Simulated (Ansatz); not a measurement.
InCuO3, space group R3m, a single point from a YAML input

Computed with Ansatz's Python interface.

`input.yaml`
```yaml
crystal:
  lattice:
    - [1.723667, 0.99516, 5.707187]
    - [-1.723667, 0.99516, 5.707187]
    - [0.0, -1.990319, 5.707187]
  atoms:
    - { symbol: In, position: [0.502169, 0.502169, 0.502169] }
    - { symbol: Cu, position: [0.996947, 0.996947, 0.996947] }
    - { symbol: O, position: [0.88809, 0.88809, 0.88809] }
    - { symbol: O, position: [0.106588, 0.106588, 0.106588] }
    - { symbol: O, position: [0.656672, 0.656672, 0.656672] }
kpoints:
  mp_grid: { grid: [8, 8, 8] }
hamiltonian:
  xc: pbesol
scf:
  occupations: { method: fermi_dirac, width: 0.05 }
basis:
  ecutwfc: 420
output:
  forces: true
  stress: true
  eigenvalues: true
```

Script `yaml_run_incuo3.py`:
```python
# -*- coding: utf-8 -*-
import json

import ansatz as az
import numpy as np


def main():
    res = az.Session.from_deck("input.yaml").plan(threads=1).execute()
    data = res.report

    n_atoms = len(data["lattice"]["sites"])
    print("F =", round(data["free_energy_ev"], 4), "eV for", n_atoms, "atoms")
    print("E(sigma -> 0) =", round(data["energy_sigma0_ev"], 4), "eV, TS =", round(data["entropy_ts_ev"], 5), "eV")
    print("closed by", data["closed_by"], "after", data["n_iterations"], "iterations")

    gap = None if "band_edges_ev" not in data else data["band_edges_ev"][1] - data["band_edges_ev"][0]
    print("gap on the k mesh:", "withheld (metal, or smearing too wide to tell)" if gap is None else f"{gap:.3f} eV")
    print("lowest empty less highest filled band, by band count:", round(data["gap_by_band_count_ev"], 3), "eV")

    forces = np.array(data["forces_ev_ang"])
    norms = np.linalg.norm(forces, axis=1)
    print("largest force {:.4f} eV/A on atom {}".format(norms.max(), norms.argmax()))
    print(np.array2string(forces, precision=4, suppress_small=True))

    keep = ["free_energy_ev", "energy_sigma0_ev", "fermi_energy_ev", "n_iterations", "converged", "magnetization_mub", "n_kpoints"]
    with open("incuo3.json", "w") as handle:
        json.dump({key: data[key] for key in keep}, handle, indent=1)

    used = data["setup"]
    print("cutoffs (eV):", used["ecut_ev"], used["ecutrho_ev"], " FFT grid:", used["fft_dense"])
    print("cell volume {:.3f} A^3, {} symmetry operations".format(used["cell_volume_ang3"], used["n_sym_ops"]))


if __name__ == "__main__":
    main()
```

```console
$ python yaml_run_incuo3.py
F = -13794.0593 eV for 5 atoms
E(sigma -> 0) = -13794.0504 eV, TS = 0.01777 eV
closed by deck_thresholds after 9 iterations
gap on the k mesh: withheld (metal, or smearing too wide to tell)
lowest empty less highest filled band, by band count: -0.341 eV
largest force 0.0760 eV/A on atom 3
[[-0.      0.      0.027 ]
 [ 0.      0.      0.047 ]
 [-0.      0.      0.0101]
 [-0.     -0.     -0.076 ]
 [-0.     -0.     -0.0082]]
cutoffs (eV): 420.0 1680.0  FFT grid: [24, 24, 45]
cell volume 58.738 A^3, 6 symmetry operations
```

`incuo3.json`, as written:
```json
{
 "free_energy_ev": -13794.059281430676,
 "energy_sigma0_ev": -13794.050396530876,
 "fermi_energy_ev": 9.548033188558318,
 "n_iterations": 9,
 "converged": true,
 "magnetization_mub": 0.0,
 "n_kpoints": 65
}
```

Reading the output:
- Absolute energies stand on the zero of these potentials, so only differences at equal settings mean something. A total without «per atom» is that of the cell as typed.
- No spin polarisation was allowed.
- For a metal this k-point mesh is coarse: on a finer one energies can move by several to tens of meV an atom and pressures by half a GPa or more, differences at one mesh by less.
- A gap by band count of zero or less means overlapping bands, a metal.
- Without a Hubbard U or exact exchange, semilocal functionals often make such 3d compounds metallic or too weakly gapped.
- At these settings the cell as given stands under about -7 GPa, so it isn't at this functional's equilibrium volume.
- The structure comes from a database of computed cells and needn't be a stable or known phase.
- Levels are Kohn-Sham eigenvalues on this mesh, without spin-orbit coupling.
- Wall time of the script: 12 s on 1 thread of Arm Neoverse V1, on a shared host, peak memory 0.43 GiB.
